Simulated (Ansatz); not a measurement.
**CHOSe+: one structure at several levels**

How do the functionals fare away from a minimum? The structure is a structure displaced at random from a GFN2-xTB minimum.

Method: single points in def2-TZVPP; program: Ansatz 0.2.0, Gaussian basis.

Correlated methods freeze the cores. Filled d shells of the heavier atoms are correlated.

### 1 Starting geometry

SMILES `[OH+]=C=[Se]`, 4 atoms, charge 1, spin multiplicity 1.

Atoms are counted from 1 here; the program's logs count them from 0.

Bond lengths: O1–C2 1.204 Å, O1–H4 1.005 Å, C2–Se3 1.657 Å. Angles: C2–O1–H4 125.1°, O1–C2–Se3 172.3°.

Geometry (Å):

```
O    -0.4518    0.5744   -0.4907
C     0.0312   -0.3525    0.1070
Se    0.5472   -1.7549    0.8229
H    -0.1332    1.5262   -0.4354
```

### 2 CCSD(T)/def2-TZVPP

Contents of run/in.yaml:

```yaml
crystal:
  periodic: [false, false, false]
  atoms:
    - {symbol: O, position_ang: [-0.451800, 0.574400, -0.490700]}
    - {symbol: C, position_ang: [0.031200, -0.352500, 0.107000]}
    - {symbol: Se, position_ang: [0.547200, -1.754900, 0.822900]}
    - {symbol: H, position_ang: [-0.133200, 1.526200, -0.435400]}
basis:
  gaussian: {orbitals: def2-TZVPP}
total_charge: 1
correlation: {method: ccsd_t}
output: {forces: true}
```

No record of the launch command was kept for these runs.

### 3 PBE0-D4/def2-TZVPP

run/in.yaml, as its differences from that of step 2:

```diff
@@ -10,3 +10,3 @@
 total_charge: 1
-correlation: {method: ccsd_t}
-output: {forces: true}
+hamiltonian: {xc: pbe0, dispersion: d4}
+output: {forces: true, orbitals: {seedname: orbitals}}
```

### 4 wB97M-V/def2-TZVPP

run/in.yaml, as its differences from that of step 3:

```diff
@@ -10,3 +10,3 @@
 total_charge: 1
-hamiltonian: {xc: pbe0, dispersion: d4}
-output: {forces: true, orbitals: {seedname: orbitals}}
+hamiltonian: {xc: {name: wB97M-V}}
+output: {forces: true}
```

### 5 r2SCAN-D4/def2-TZVPP

run/in.yaml, as its differences from that of step 4:

```diff
@@ -10,3 +10,3 @@
 total_charge: 1
-hamiltonian: {xc: {name: wB97M-V}}
+hamiltonian: {xc: r2scan, dispersion: d4}
 output: {forces: true}
```

### 6 PBE-D4/def2-TZVPP

run/in.yaml, as its differences from that of step 5:

```diff
@@ -10,3 +10,3 @@
 total_charge: 1
-hamiltonian: {xc: r2scan, dispersion: d4}
+hamiltonian: {xc: pbe, dispersion: d4}
 output: {forces: true}
```

### 7 r2SCAN0-D4/def2-TZVPP

run/in.yaml, as its differences from that of step 6:

```diff
@@ -10,3 +10,3 @@
 total_charge: 1
-hamiltonian: {xc: pbe, dispersion: d4}
+hamiltonian: {xc: {name: r2SCAN0}, dispersion: d4}
 output: {forces: true}
```

### 8 wB97X-V/def2-TZVPP

run/in.yaml, as its differences from that of step 7:

```diff
@@ -10,3 +10,3 @@
 total_charge: 1
-hamiltonian: {xc: {name: r2SCAN0}, dispersion: d4}
+hamiltonian: {xc: {name: wB97X-V}}
 output: {forces: true}
```

(Steps that only read results are left out.)

What does the calculation give? Wanted: energy less free atoms, CCSD(T)/def2-TZVPP; RMS force component; RMS force error; HOMO and LUMO, PBE0-D4; T1 diagnostic.

The runs gave:

```
                                  quantity                                                                                              value
energy less free atoms, CCSD(T)/def2-TZVPP                                                                                      -587.9 kJ/mol
                       RMS force component                                                               1.057 to 1.336 eV/Å over the methods
                           RMS force error  PBE0-D4 0.403, wB97M-V 0.357, r2SCAN-D4 0.321, PBE-D4 0.239, r2SCAN0-D4 0.544, wB97X-V 0.372 eV/Å
                    HOMO and LUMO, PBE0-D4                                                                                -14.79 and -8.68 eV
                             T1 diagnostic                                                                                              0.017
```

What this shows: Against CCSD(T) the functionals' energies less atoms differ by -151.1 to +10.0 kJ/mol, PBE-D4 by -151.1 kJ/mol. A larger basis would deepen the CCSD(T) value, while the functionals are nearly converged already, so the order here is not reliable. On forces the order runs from PBE-D4 to r2SCAN0-D4. Frozen-core CCSD(T) forces in triple zeta carry basis errors of their own, and this is one geometry, so small gaps rank nothing. The restricted Hartree–Fock reference is unstable towards an unrestricted one at one or more of these structures.
